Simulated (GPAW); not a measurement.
Runs of GPAW 26.7.0 on NiMoIrPdW. It takes space group P3m1 (No. 156, trigonal). The conventional cell has a = 4.147 Å, b = 4.147 Å, c = 5.416 Å, α = 90.00°, β = 90.00°, γ = 120.00°. Ni (site symmetry 3m) is surrounded by 3 W at 2.40 Å and 3 Ir at 2.71 Å. Around Mo (site symmetry 3m) lie 1 W at 2.49 Å and 3 Ir at 2.64 Å and 3 Pd at 2.85 Å. Pd (site symmetry 3m) has 2 Ir at 2.65 to 2.76 Å and 3 W at 2.76 Å and 3 Ni at 2.82 Å and 3 Mo at 2.85 Å as nearest neighbours. Ir (site symmetry 3m) has 3 Mo at 2.64 Å and 2 Pd at 2.65 to 2.76 Å and 3 Ni at 2.71 Å and 3 W at 2.77 Å as nearest neighbours. W (site symmetry 3m) has 3 Ni at 2.40 Å and 1 Mo at 2.49 Å as nearest neighbours. The cell was built by a generator and needn't be a form met in nature.

| task | level | potentials or basis | cell | k mesh | k mesh for the DOS | dos width | optimizer | fmax | max steps | gap on the mesh (eV) | pressure (GPa) | moment (μB) | largest force (eV/Å) |
| --- | --- | --- | --- | --- | --- | --- | --- | --- | --- | --- | --- | --- | --- |
| electrostatic potential | PBE | GPAW PAW data sets (gpaw-data 1.2.1), pw | as given | 5 × 5 × 4 | - | - | - | - | - | none | 0.3 | 0.00 | 0.11 |
| density of states | PBE | GPAW PAW data sets (gpaw-data 1.2.1), pw | as given | 5 × 5 × 4 | 7 × 7 × 6 | 0.1 eV | - | - | - | none | 0.3 | 0.00 | 0.11 |
| relaxation of cell and atoms | PBE | GPAW PAW data sets (gpaw-data 1.2.1), pw | relaxed to -1 GPa | 5 × 5 × 4 | - | - | FIRE | 0.02 eV/Å | 40 | none | -0.8 | 0.00 | 0.01 |
| band structure | BLYP | PAW data sets generated in the run's folder for this functional, pw | as given | 5 × 5 × 4 | - | - | - | - | - | - | 8.8 | 0.00 | (a) |

Alike in all rows: spin collinear, ferromagnetic start; cutoff (eV) 600; smearing fermi-dirac 0.05 eV.

Question: Estimate the missing entries.

Answer: (a) 0.42.

Caveats: the stock nickel data set gives pressures a few GPa off other programs; each step starts from the last one's moments, so a moment once lost doesn't come back (some runs); later steps reuse the first step's grids (some runs); spin-orbit coupling is left out, which moves the levels of the heavy elements (some runs).

A k mesh can miss the band edges, and the runs leave out spin-orbit coupling on Ir, Mo, Pd, W.

A gap of «none» marks a metal or a gap under the smearing width.
